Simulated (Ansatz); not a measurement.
# Si3Ge2: the cost of one run

Program: Ansatz 0.2.0. Level of theory: DFT PBE, scalar-relativistic, plane waves, PAW. These are calculated values, not measurements.

## Step 1: The system as given

The structure is trigonal, space group P-3m1 (No. 164). Conventional cell: a = 2.902 Å, b = 2.902 Å, c = 23.077 Å, α = 90.00°, β = 90.00°, γ = 120.00°. Si (site symmetry 3m) is surrounded by 12 Si at 2.85 to 2.90 Å. Si (site symmetry 3m) has 9 Si at 2.85 to 2.90 Å and 3 Ge at 2.85 Å as nearest neighbours. Around Si (site symmetry 3m) lie 3 Ge at 2.85 Å and 9 Si at 2.85 to 2.90 Å. Ge (site symmetry 3m) is surrounded by 9 Ge at 2.85 to 2.90 Å and 3 Si at 2.85 Å. Ge (site symmetry 3m) is surrounded by 3 Si at 2.85 Å and 9 Ge at 2.85 to 2.90 Å.

Coordinates:

```cif
data_structure
_symmetry_space_group_name_H-M 'P-3m1'
_symmetry_Int_Tables_number 164
_cell_length_a 2.9021
_cell_length_b 2.9021
_cell_length_c 23.0768
_cell_angle_alpha 90.000
_cell_angle_beta 90.000
_cell_angle_gamma 120.000
_cell_volume 168.31
loop_
_atom_site_label
_atom_site_type_symbol
_atom_site_symmetry_multiplicity
_atom_site_Wyckoff_symbol
_atom_site_fract_x
_atom_site_fract_y
_atom_site_fract_z
_atom_site_occupancy
Si1 Si 2 d 0.33333 0.66667 0.95000 1
Si2 Si 2 d 0.33333 0.66667 0.15000 1
Si3 Si 2 d 0.33333 0.66667 0.55000 1
Ge1 Ge 2 d 0.33333 0.66667 0.35000 1
Ge2 Ge 2 d 0.33333 0.66667 0.75000 1
```

The start is an ordering of an alloy on its end members' structure types: elements ordered on the sites of the Gd type, Si/Ge on Gd (P-3m1, No. 164).

## Step 2: A first look at the guess

Input file input.yaml:

```yaml
crystal:
  lattice:
    - [2.90206074, 0.0, 0.0]
    - [-1.45103037, 2.51325833, 0.0]
    - [0.0, 0.0, 23.07681045]
  atoms:
    - { symbol: Si, position: [0.33333333, 0.66666667, 0.95] }
    - { symbol: Si, position: [0.33333333, 0.66666667, 0.15] }
    - { symbol: Si, position: [0.33333333, 0.66666667, 0.55] }
    - { symbol: Si, position: [0.66666667, 0.33333333, 0.05] }
    - { symbol: Si, position: [0.66666667, 0.33333333, 0.45] }
    - { symbol: Si, position: [0.66666667, 0.33333333, 0.85] }
    - { symbol: Ge, position: [0.33333333, 0.66666667, 0.35] }
    - { symbol: Ge, position: [0.33333333, 0.66666667, 0.75] }
    - { symbol: Ge, position: [0.66666667, 0.33333333, 0.25] }
    - { symbol: Ge, position: [0.66666667, 0.33333333, 0.65] }
basis:
  ecutwfc: 420
kpoints:
  mp_grid: { grid: [6, 6, 1] }
hamiltonian:
  xc: pbe
scf:
  occupations: { method: gaussian, width: 0.1 }
  lower_state_search: "off"
output:
  forces: true
  stress: true
  eigenvalues: true
```

Started as:

```
$ ansatz run input.yaml --threads 1 --pin off --max-ram 2560MiB --backend cpu --events-out ev --progress --plain --runs-dir out
```

Q: Estimate wall time and peak memory on 1 thread of Intel Xeon at 2.50GHz (Skylake/Cascade Lake), shared host.

About 9.1 s, with a peak of 0.42 GiB.
